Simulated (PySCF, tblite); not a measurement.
# C₆H₁₂OSSi: geometry, infrared bands and NMR shifts

Wanted: the infrared bands and NMR shifts of C₆H₁₂OSSi (`OC[C@@H]1C[C@]12C[C@H]2S[SiH3]`), by calculation.

The runs use tblite 0.8.0 and PySCF 2.14.0, with density-fitted response routines of our own; the level of theory stands in each step. All values are computed, except where a source is named. Atoms are numbered from 0 throughout.

## (1) The starting structure

21 atoms, charge 0, multiplicity 1; geometry from: force field or distance geometry start.

Bonds of the start (Å): O0–C1 1.42, C1–C2 1.50, C2–C3 1.55, C3–C4 1.46, C4–C5 1.47, C5–C6 1.54, C6–S7 1.74, S7–Si8 2.15, C4–C2 1.45, C6–C4 1.47, O0–H9 0.97, C1–H10 1.10, C1–H11 1.08, C2–H12 1.08, C3–H13 1.07, C3–H14 1.09, C5–H15 1.08, C5–H16 1.08, C6–H17 1.10, Si8–H18 1.48, Si8–H19 1.48, Si8–H20 1.50.

## (2) Optimising the geometry with GFN2-xTB

Job settings and geometry (Å):

```
{"job": {"kind": "relax", "xc": "GFN2-xTB", "basis": "xTB"}, "charge": 0, "multiplicity": 1}
O     -3.080500     0.391900     1.890700
C     -2.518600    -0.172900     0.717000
C     -1.032200     0.035000     0.766000
C     -0.435500     1.361700     0.237800
C     -0.266900     0.092500    -0.468700
C     -0.450900    -0.351400    -1.855900
C      0.833600    -0.672300    -1.063600
S      2.328200     0.085600    -1.537700
Si     3.565400    -0.072300     0.209700
H     -2.858300     1.337100     1.889100
H     -2.742900    -1.249600     0.722300
H     -2.988900     0.271400    -0.150600
H     -0.589300    -0.418600     1.641600
H     -1.089800     2.098600    -0.184300
H      0.408400     1.769200     0.788300
H     -1.128500    -1.168500    -2.040200
H     -0.391900     0.392600    -2.639500
H      0.933700    -1.718100    -0.751200
H      3.662700    -1.496500     0.598300
H      4.910400     0.483500    -0.085100
H      2.922900     0.703300     1.315500
```

Run with:

```console
$ OMP_NUM_THREADS=1 python probes_run.py task.json out
```

One launch serves the whole session: the jobs run in the order shown.

**Question.** This job is followed by: GFN2-xTB harmonic vibrations, gas phase; GIAO PBE0/pcSseg-1 NMR shielding, non-relativistic, gas phase. What will the session give for the following? strongest single infrared mode (GFN2-xTB); zero-point energy (GFN2-xTB); ¹³C shifts against TMS (PBE0/pcSseg-1); ¹H shifts against TMS (PBE0/pcSseg-1, means over atoms taken as alike); ¹⁷O shifts against H2O (PBE0/pcSseg-1); ³³S shifts against CS2 (PBE0/pcSseg-1); ²⁹Si shifts against TMS (PBE0/pcSseg-1); surface potential, 1st and 99th percentile.

As calculated:

| quantity | value |
| --- | --- |
| strongest single infrared mode (GFN2-xTB) | 767 cm⁻¹, 438 km/mol |
| zero-point energy (GFN2-xTB) | 101.0 kcal/mol |
| ¹³C shifts against TMS (PBE0/pcSseg-1) | 71.6, 27.7, 24.8, 23.2, 15.6, 12.8 ppm |
| ¹H shifts against TMS (PBE0/pcSseg-1, means over atoms taken as alike) | 4.49, 4.20, 3.21, 2.01, 1.58, 1.27, 1.25, 0.88, 0.49, 0.45 ppm |
| ¹⁷O shifts against H2O (PBE0/pcSseg-1) | 41.0 ppm |
| ³³S shifts against CS2 (PBE0/pcSseg-1) | -151 ppm |
| ²⁹Si shifts against TMS (PBE0/pcSseg-1) | -55.8 ppm |
| surface potential, 1st and 99th percentile | -1.54 V and 1.75 V |

The optimisation took 47 steps and gained 0.208 eV; among the close pairs (by a distance rule), C6–S7 changed most, from 1.742 to 1.806 Å. No mode is imaginary among the 57: a minimum at this level. The strongest single mode, at 767 cm⁻¹, is carried by H19, H20, H18. Unscaled tight-binding wavenumbers are off by several per cent, some by more. Its intensities can rank the bands wrongly. The most deshielded carbon is C1 (sp3 CH2 bonded to O), at 71.6 ppm: deshielded by the electronegative neighbour. At PBE0/pcSseg-1: The largest span, 423 ppm, is at S7, where the paramagnetic term is -403 ppm.
